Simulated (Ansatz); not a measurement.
Runs of Ansatz 0.2.0 on CsLiCr2Te2S3. Symmetry: P3m1, No. 156, trigonal system. Conventional cell: a = 3.604 Å, b = 3.604 Å, c = 19.067 Å, α = 90.00°, β = 90.00°, γ = 120.00°. Around Cs (site symmetry 3m) lie 3 S at 3.38 Å and 6 Cs at 3.60 Å and 3 Te at 3.77 Å. Li (site symmetry 3m) has 6 S at 2.63 to 2.66 Å as nearest neighbours. Around Cr (site symmetry 3m) lie 3 S at 2.40 Å and 3 Te at 2.74 Å. Cr (site symmetry 3m) is surrounded by 6 S at 2.43 to 2.45 Å. Te (site symmetry 3m) has 6 Te at 3.60 Å and 3 Cs at 3.77 Å as nearest neighbours. Te (site symmetry 3m) is surrounded by 3 Cr at 2.74 Å. S (site symmetry 3m) has 3 Cr at 2.45 Å and 3 Li at 2.63 Å as nearest neighbours. S (site symmetry 3m) has 3 Cr at 2.40 Å and 3 Li at 2.66 Å as nearest neighbours. The cell was built by a generator and needn't be a form met in nature.

```tsv
task	level	potentials or basis	cell	k mesh	cutoff (eV)	points for each segment of the path	target pressure (GPa)	mesh quality	gap on the mesh (eV)	pressure (GPa)	moment (μB)	relaxed volume (Å³/atom)	largest force (eV/Å)
band structure	BLYP	Ansatz PAW	as given	9 × 9 × 2	420	10	-	not flagged	none	(c)	5.65	-	0.30
relaxation of cell and atoms	RPBE	Ansatz PAW	relaxed	6 × 6 × 1	420	-	-	not flagged	none	0.0	5.73	26.54	-
relaxation of cell and atoms	BLYP	Ansatz PAW	relaxed	6 × 6 × 1	420	-	-	not flagged	none	0.0	5.68	28.46	-
relaxation of cell and atoms	PBE	Ansatz PAW	relaxed to 10 GPa	6 × 6 × 1	420	-	10	not flagged	none	10.0	5.73	-	0.01
single point	PBE	SPMS NC	as given	9 × 9 × 2	871	-	-	not flagged	none	(d)	5.65	-	0.04
band structure	RPBE	Ansatz PAW	as given	9 × 9 × 2	420	10	-	not flagged	none	(a)	5.65	-	0.14
relaxation of cell and atoms	PBE+D4	Ansatz PAW	relaxed	6 × 6 × 1	420	-	-	not flagged	none	0.0	5.68	21.75	0.01
relaxation of cell and atoms	PBE	Ansatz PAW	relaxed to 20 GPa	6 × 6 × 1	420	-	20	not flagged	none	20.0	(b)	-	-
single point	HSE03	Ansatz PAW	as given	4 × 4 × 1	420	-	-	coarse	none	-0.4	5.69	-	0.25
```

Alike in all rows: spin collinear, ferromagnetic start; smearing fermi-dirac 0.05 eV.

Task: Estimate the missing entries.

Result: (a) 2.1; (b) 5.30; (c) 3.7; (d) 0.3.

Caveats: some runs use coarse meshes; only a ferromagnetic start was run, and an antiferromagnetic order may lie lower in energy; the PAW data sets come from PBE, with cores solved anew for the run's functional, which leaves a small shift of forces and pressure (some runs); the plane-wave basis is chosen anew once the cell has moved, so the energies of steps on either side of that aren't comparable (some runs); the volume moved by over 15 % at a fixed basis, so the end points are rough (some runs); spin-orbit coupling is left out, which moves the levels of the heavy elements (some runs); pairwise dispersion overbinds metals, which lowers pressure and volume (some runs); the magnetic or orbital state may not be the lowest (some runs).

A k mesh can miss the band edges, and the runs leave out spin-orbit coupling on Cs, Te.

A gap of «none» marks a metal or a gap under the smearing width.
